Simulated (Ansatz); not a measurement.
# C4H11BN2: a ladder of functionals and wavefunction methods

One table from this session's results is given with a row withheld; the runs are named, their logs left out.

Method: functionals in def2-TZVPP, the program's frozen cores in correlated methods; program: Ansatz 0.2.0, Gaussian basis.

Levels to be run: LDA (SPW92), PBE-D4, revPBE-D4, BLYP-D4, r2SCAN-D4, B97M-V, PBE0-D4, B3LYP-D4, r2SCANh-D4, r2SCAN0-D4, HSE06-D4, BHLYP-D4, CAM-B3LYP-D4, LC-ωPBE, ωB97X-V, ωB97M-V, B2PLYP, PBE-QIDH; CCSD(T)/def2-SVP; MP2/def2-TZVPP; RPA on PBE.

1 further run of the same task is left out (it didn't finish). Runs told in other sessions of the task aren't counted.

## The geometry

The geometry comes from an earlier relaxation with PBE0-D4 in a triple-zeta def2 set; it is a stationary point, not always the lowest conformer.

18 atoms, charge 0, spin multiplicity 1.

Atoms are counted from 1 here; the program's logs count them from 0.

Bond lengths: C1–C2 1.484 Å, C1–H8 1.093 Å, C1–H9 1.089 Å, C1–H10 1.091 Å, C2–N3 1.322 Å, C2–N6 1.321 Å, N3–C4 1.426 Å, N3–B5 1.584 Å, C4–H11 1.097 Å, C4–H12 1.092 Å, C4–H13 1.094 Å, B5–N6 1.584 Å, B5–H14 1.210 Å, B5–H15 1.210 Å, N6–C7 1.426 Å, C7–H16 1.096 Å, C7–H17 1.093 Å, C7–H18 1.092 Å. Angles: C2–C1–H8 110.2°, C2–C1–H9 111.1°, C2–C1–H10 110.5°, H8–C1–H9 108.2°, H8–C1–H10 107.9°, H9–C1–H10 108.8°, C1–C2–N3 128.5°, C1–C2–N6 129.6°, N3–C2–N6 101.9°, C2–N3–C4 128.7°, C2–N3–B5 88.7°, C4–N3–B5 138.6°, N3–C4–H11 112.1°, N3–C4–H12 109.9°, N3–C4–H13 111.1°, H11–C4–H12 107.7°, H11–C4–H13 108.1°, H12–C4–H13 107.9° and more.

Coordinates:

```xyz
18
C4H11BN2
C     1.4343    0.6033    0.9748
C     0.2701    0.1353    0.1832
N     0.2641   -0.4806   -0.9866
C     1.3325   -1.1610   -1.6422
B    -1.3155   -0.5573   -0.8970
N    -1.0191    0.1960    0.4650
C    -1.7167    1.0153    1.4003
H     1.9450   -0.2469    1.4349
H     1.1224    1.2830    1.7667
H     2.1511    1.1179    0.3327
H     1.3672   -2.2253   -1.3778
H     1.2077   -1.0918   -2.7248
H     2.2985   -0.7160   -1.3865
H    -1.8975    0.1181   -1.7144
H    -1.7397   -1.6812   -0.7545
H    -2.1402    1.9063    0.9217
H    -1.0604    1.3425    2.2109
H    -2.5413    0.4537    1.8455
```

The first run:

Input file in.yaml:

```yaml
crystal:
  periodic: [false, false, false]
  atoms:
    - {symbol: C, position_ang: [1.434299, 0.603296, 0.974808]}
    - {symbol: C, position_ang: [0.270082, 0.135261, 0.183240]}
    - {symbol: N, position_ang: [0.264071, -0.480562, -0.986584]}
    - {symbol: C, position_ang: [1.332489, -1.160952, -1.642221]}
    - {symbol: B, position_ang: [-1.315539, -0.557291, -0.896983]}
    - {symbol: N, position_ang: [-1.019142, 0.195954, 0.464965]}
    - {symbol: C, position_ang: [-1.716692, 1.015285, 1.400270]}
    - {symbol: H, position_ang: [1.944969, -0.246926, 1.434888]}
    - {symbol: H, position_ang: [1.122432, 1.282984, 1.766659]}
    - {symbol: H, position_ang: [2.151134, 1.117918, 0.332662]}
    - {symbol: H, position_ang: [1.367200, -2.225261, -1.377802]}
    - {symbol: H, position_ang: [1.207673, -1.091801, -2.724810]}
    - {symbol: H, position_ang: [2.298473, -0.716017, -1.386457]}
    - {symbol: H, position_ang: [-1.897505, 0.118051, -1.714394]}
    - {symbol: H, position_ang: [-1.739690, -1.681223, -0.754507]}
    - {symbol: H, position_ang: [-2.140157, 1.906292, 0.921710]}
    - {symbol: H, position_ang: [-1.060441, 1.342516, 2.210867]}
    - {symbol: H, position_ang: [-2.541254, 0.453675, 1.845486]}
basis:
  gaussian: {orbitals: def2-TZVPP}
hamiltonian: {xc: lda}
output: {orbitals: {seedname: orbitals}}
```

On the command line:

```sh
$ ansatz run in.yaml --threads 4 --pin off --events-out ev --progress --plain --max-ram 11315MiB
```

Among the steps run: LDA; PBE-D4 (GGA); revPBE-D4 (GGA); BLYP-D4 (GGA); r2SCAN-D4 (meta-GGA); B97M-V (meta-GGA); B3LYP-D4 (hybrid); r2SCANh-D4 (hybrid); r2SCAN0-D4 (hybrid); HSE06-D4 (hybrid); BHLYP-D4 (hybrid); CAM-B3LYP-D4 (range-separated); LC-ωPBE (range-separated); ωB97X-V (range-separated); ωB97M-V (range-separated); B2PLYP (double hybrid); PBE-QIDH (double hybrid).

One table of the session follows, with a row left open; its other results are not shown here.

It belongs to the step «Orbital energies across the functionals». 

```
  functional  HOMO (eV)  LUMO (eV)  gap (eV)
 LDA (SPW92)      -5.19      -0.81      4.38
      PBE-D4      -5.06      -0.65      4.41
   revPBE-D4      -5.00      -0.58      4.43
     BLYP-D4      -4.93      -0.54      4.39
   r2SCAN-D4      -5.25      -0.43      4.82
      B97M-V      -5.38      -0.46      4.93
     PBE0-D4      -6.26       0.30      6.56
    B3LYP-D4      -6.05       0.05      6.10
  r2SCANh-D4      -5.71      -0.09      5.62
  r2SCAN0-D4          ?          ?         ?
    HSE06-D4      -5.86      -0.08      5.78
    BHLYP-D4      -7.38       1.35      8.73
CAM-B3LYP-D4      -7.58       1.41      8.98
     LC-ωPBE      -8.89       2.56     11.45
     ωB97X-V      -8.56       2.48     11.04
     ωB97M-V      -8.49       2.15     10.64
```

**Question.** Estimate the row for r2SCAN0-D4.

Worked estimate for «HOMO (eV)». Against the share of exact exchange, r2SCAN-D4 (0, -5.25), r2SCANh-D4 (0.1, -5.71) give a slope of -4.60 per unit share; at 0.25 the line stands at -6.40.

**Answer.** HOMO (eV): -6.40; LUMO (eV): 0.43; gap (eV): 6.84. In «HOMO (eV)» the line misses by 0.00.
